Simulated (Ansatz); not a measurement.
**Zirconium, diamond under PBEsol: from relaxation to bulk modulus**

Aim: take zirconium in the diamond structure, relax it, solve it on a dense k-mesh, then scale the cell to 7 volumes from 88 to 112 % of the relaxed one and try a fit of the equation of state. Spin polarisation is left out. The k-meshes are 9×9×9 for the relaxation; 15×15×15 for the dense run; 10×10×10 for the volumes.

This is Zr in the diamond structure; at room conditions it is hcp.

Computed with Ansatz 0.2.0 (DFT PBEsol, plane waves (420 eV) with PAW, scalar-relativistic; the PAW data stem from PBE, with regenerated cores, unless a step says otherwise).

**1. The structure to begin with**

It takes space group Fd-3m (No. 227, cubic). The conventional cell has a = 6.312 Å, b = 6.312 Å, c = 6.312 Å, α = 90.00°, β = 90.00°, γ = 90.00°. Around Zr (site symmetry -43m) lie 4 Zr at 2.73 Å.

Structure file:

```
CELL_PARAMETERS angstrom
0.00000 3.15581 3.15581
3.15581 0.00000 3.15581
3.15581 3.15581 0.00000
ATOMIC_POSITIONS crystal
Zr 0.12500 0.12500 0.12500
Zr 0.87500 0.87500 0.87500
```

**2. Relaxation of the cell**

Contents of input.yaml:

```yaml
crystal:
  lattice:
    - [0.0, 3.1558057739, 3.1558057739]
    - [3.1558057739, 0.0, 3.1558057739]
    - [3.1558057739, 3.1558057739, 0.0]
  atoms:
    - { symbol: Zr, position: [0.125, 0.125, 0.125] }
    - { symbol: Zr, position: [0.875, 0.875, 0.875] }
hamiltonian:
  xc: pbesol
  pseudopotentials:
    kind: paw
    azcp:
      Zr: "pseudopotentials/Zr.paw.azcp"
basis:
  ecutwfc: 420
  fft_grid_basis: typed
kpoints:
  mp_grid: { grid: [9, 9, 9], shift: [0, 0, 0] }
magnetization:
  spin_polarized: false
scf:
  occupations: { method: fermi_dirac, width: 0.1 }
relax:
  max_steps: 60
  f_tol: 0.01
  cell: {}
```

Further steps of the session: The energy on a finer k-mesh; Equation of state: 88 %; Equation of state: 92 %; Equation of state: 96 %; Equation of state: 100 %; Equation of state: 104 %; Equation of state: 108 %; Equation of state: 112 %.

**Question.** What will these runs give? Wanted: space group; conventional cell; volume; shortest distance; gap on the mesh; relative to hcp; V₀, B₀, B₀′.

**Answer**, as computed:

```
                      quantity                         value
space group (spins left aside)               Fd-3m (No. 227)
             conventional cell                   a = 6.145 Å
                        volume                29.004 Å³/atom
             shortest distance                       2.661 Å
               gap on the mesh  none (levels filled in part)
               relative to hcp                +2441 meV/atom
                   V₀, B₀, B₀′   28.840 Å³/atom, 39 GPa, 2.8
```

In words: The relaxation shrank the cell by 7.7 % in volume. Against the reference form of zirconium (hcp, computed apart with the same settings) it stands 2441 meV/atom higher, so it is far from stable. Levels at the Fermi energy are filled in part, as in a metal. B₀ comes out at 39 GPa. Relaxation kept the symmetry; phonons were not checked.
